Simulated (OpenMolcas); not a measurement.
**Nb²⁺ among point charges: CASSCF and CASPT2 levels and susceptibility**

Aim: the splitting of the states of Nb²⁺ in the field of 6 point charges, its lowest levels with spin-orbit coupling and its magnetic susceptibility.

Program: OpenMolcas 26.06. Level of theory: state-averaged CASSCF and CASPT2, spin-orbit coupling by RASSI with atomic mean-field integrals. These are calculated values, not measurements, unless marked.

**1. The system**

| Item | Value |
| --- | --- |
| Species | Nb²⁺ (niobium, Z = 41, 39 electrons) |
| Basis | ANO-RCC-VDZP [6s5p3d1f], 43 functions |
| Scalar Hamiltonian | DKH2, point nucleus |
| Inactive shells | 1s 2s 2p 3s 3p 3d 4s 4p |
| Active space | 3 electrons in 5 orbitals (4d) |
| Some configurations of this space | 4d3 |
| Orbitals | optimised for each spin and parity, averaged over all roots |

Outer shells as boxes (Hund's rule):

4d3
```
4d [↑ ][↑ ][↑ ][  ][  ]
```

The ion sits among 6 point charges of -0.85 e arranged as an octahedron (Oh), 2.24 Å from the ion.

Each step is its own input file, run in one work folder so that later steps find the files of earlier ones. Labels, J, g values, rates, χT and fits are worked out afterwards by a script from the matrices that RASSI stores. The input lists half of the charges; inversion (Group=XYZ) makes the rest.

**2. GATEWAY and SEWARD: basis and integrals**

The input, a.inp:

```
&GATEWAY
Coord
1

Nb 0.0 0.0 0.0
Basis=ANO-RCC-VDZP
Group=XYZ
NoMove
AngMom=0.0 0.0 0.0
AMFI
XField
3 Angstrom 0
2.240000 0.000000 0.000000 -0.850000
0.000000 2.240000 0.000000 -0.850000
0.000000 0.000000 2.240000 -0.850000
&SEWARD
```

Launch:

```console
$ OMP_NUM_THREADS=1 MOLCAS_MEM=1689 MOLCAS_PROJECT=a pymolcas a.inp > a.log
```

**3. Reference wave functions, quartets of even parity, 10 roots**

The input, a.inp:

```
&RASSCF
FileOrb=start.orb
Symmetry=1
Spin=4
nActEl=3 0 0
Inactive=9 9
Ras2=5 0
CIRoot=10 10 1
SDav=10
CIMx=300
Iter=120 100
PrWF=0.3
OrbListing=Nothing
MaxOrb=0
>>> COPY $Project.JobIph JOB001
```

start.orb holds the contracted functions of the basis, ordered by shell, or the orbitals of the step before.

**4. CASSCF: doublets of even parity, 40 roots**

The input, a.inp:

```
&RASSCF
FileOrb=start.orb
Symmetry=1
Spin=2
nActEl=3 0 0
Inactive=9 9
Ras2=5 0
CIRoot=40 40 1
SDav=40
CIMx=300
Iter=120 100
PrWF=0.3
OrbListing=Nothing
MaxOrb=0
>>> COPY $Project.JobIph JOB002
```

**5. RASSI: spin-orbit coupling between the states**

The input, a.inp:

```
&RASSI
NrOfJobIphs=2 10 40
1 2 3 4 5 6 7 8 9 10
1 2 3 4 5 6 7 8 9 10 11 12 13 14 15 16 17 18 19 20 21 22 23 24 25 26 27
28 29 30 31 32 33 34 35 36 37 38 39 40
IphNames
JOB001
JOB002
EJob
SpinOrbit
DIPRint=1.0
SOCoupling=1000.0
Subsets=2
Property=9
'ANGMOM' 1 'ANGMOM' 2 'ANGMOM' 3 'MLTPL  1' 1 'MLTPL  1' 2 'MLTPL  1' 3
'AMFI' 1 'AMFI' 2 'AMFI' 3
SOProperty=3
'ANGMOM' 1 'ANGMOM' 2 'ANGMOM' 3
```

**6. CASPT2: IPEA 0.25, imaginary shift 0.1 (closed shells correlated: 4s 4p)**

The input, a.inp:

```
>>> COPY JOB001 $Project.JobIph
&CASPT2
Multistate=10 1 2 3 4 5 6 7 8 9 10
NoMult
Frozen=8 6
IPEA=0.25
Imaginary=0.1
MaxIter=60
WThr=0.0 0.3 0.05
PrWF=0.5
NoMix
>>> COPY JOB002 $Project.JobIph
&CASPT2
Multistate=40 1 2 3 4 5 6 7 8 9 10 11 12 13 14 15 16 17 18 19 20 21 22
23 24 25 26 27 28 29 30 31 32 33 34 35 36 37 38 39 40
NoMult
Frozen=8 6
IPEA=0.25
Imaginary=0.1
MaxIter=60
WThr=0.0 0.3 0.05
PrWF=0.5
NoMix
```

(Steps that only read results are left out.)

Before running it: what results should come out? Wanted: spin-free ground state; first state of the same spin within the active space; lowest level; next level.

**Answer**, as computed:

| quantity | value |
| --- | --- |
| method | SS-CASPT2, IPEA 0.25, imaginary shift 0.1 (closed shells correlated: 4s 4p) |
| spin-free ground state | 4A2, 1-fold in its orbital part |
| first state of the same spin within the active space | 4T2 at 6280 cm⁻¹ |
| lowest level | 4-fold Γ8 |
| next level | 6143.5 cm⁻¹ |
| χT at 300 K | 1.54 cm³ K/mol |
| effective moment at 300 K | 3.51 μB |

Cost by method:

```tsv
method	time of its own steps	time with the reference
A. CASSCF	13 s	13 s
B. SS-CASPT2, IPEA 0.25, imaginary shift 0.1, +4s 4p	5.9 s	19 s
```

Times are of one thread on a shared host.

**Reading.** The spin-free ground state (4A2) comes to 100 % from free-ion F terms and keeps the highest spin of the shell. χT at 300 K is 1.54, against 1.88 cm³ K/mol for the spin alone, so spin-orbit coupling lowers it. CASPT2 does not keep the components of a term degenerate, and the means are used. The field of point charges can differ much from that of real complexes. This is an electrostatic model: the charges have no orbitals.
